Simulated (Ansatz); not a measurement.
# WSe2: the cost of one run

Program: Ansatz 0.2.0. Level of theory: DFT PBE, spin-orbit coupling, plane waves, PAW, and further levels as typed in the inputs. These are calculated values, not measurements.

## (1) The system as given

It takes space group P6_3/mmc (No. 194, hexagonal). The conventional cell has a = 3.282 Å, b = 3.282 Å, c = 12.960 Å, α = 90.00°, β = 90.00°, γ = 120.00°. W (site symmetry -6m2) is surrounded by 6 Se at 2.53 Å. Se (site symmetry 3m) is surrounded by 3 W at 2.53 Å.

Structure file:

```
W Se
1.0
     3.28200    0.00000    0.00000
    -1.64100    2.84230    0.00000
     0.00000    0.00000   12.96000
W Se
2 4
Direct
  0.33333 0.66667 0.25000
  0.66667 0.33333 0.75000
  0.33333 0.66667 0.62110
  0.66667 0.33333 0.37890
  0.66667 0.33333 0.12110
  0.33333 0.66667 0.87890
```

## (2) Single point: WSe2

Input file input.yaml:

```yaml
crystal:
  lattice:
    - [3.282, 0.0, 0.0]
    - [-1.641, 2.84229538, 0.0]
    - [0.0, 0.0, 12.96]
  atoms:
    - { symbol: W, position: [0.33333333, 0.66666667, 0.25] }
    - { symbol: W, position: [0.66666667, 0.33333333, 0.75] }
    - { symbol: Se, position: [0.33333333, 0.66666667, 0.6211] }
    - { symbol: Se, position: [0.66666667, 0.33333333, 0.3789] }
    - { symbol: Se, position: [0.66666667, 0.33333333, 0.1211] }
    - { symbol: Se, position: [0.33333333, 0.66666667, 0.8789] }
scf:
  occupations: { method: gaussian, width: 0.03 }
output:
  eigenstates:
    kpoints:
      - [0, 0, 0]
      - [0.01, 0.01, 0]
      - [0.02, 0.02, 0]
      - [0.03, 0.03, 0]
      - [0.04, 0.04, 0]
      - [0.06, 0.06, 0]
      - [0.09, 0.09, 0]
      - [0.13, 0.13, 0]
      - [0.17, 0.17, 0]
      - [0.21, 0.21, 0]
      - [0.25, 0.25, 0]
      - [0.28, 0.28, 0]
      - [0.3133333, 0.3133333, 0.0]
      - [0.32, 0.32, 0.0]
      - [0.3266667, 0.3266667, 0.0]
      - [0.3333333, 0.3333333, 0.0]
      - [0.34, 0.34, 0.0]
      - [0.3466667, 0.3466667, 0.0]
      - [0.3533333, 0.3533333, 0.0]
      - [0.5, 0, 0]
      - [0.48, 0.02, 0]
      - [0.46, 0.04, 0]
      - [0, 0, 0.5]
      - [0.3333333, 0.3333333, 0.5]
hamiltonian:
  xc: pbe
kpoints:
  mp_grid: { grid: [9, 9, 3] }
magnetization:
  noncollinear: true
  spin_orbit: true
```

The run is started by

```bash
$ ansatz run input.yaml --threads 4 --pin off --max-ram 12288MiB --backend cpu --events-out ev --progress --plain --runs-dir out
```

**Question.** How long does this run take on 4 threads of Intel Xeon Platinum 8259CL at 2.50GHz (Skylake/Cascade Lake), shared host, and how much memory does it need?

About 38 s, with a peak of 1.4 GiB.
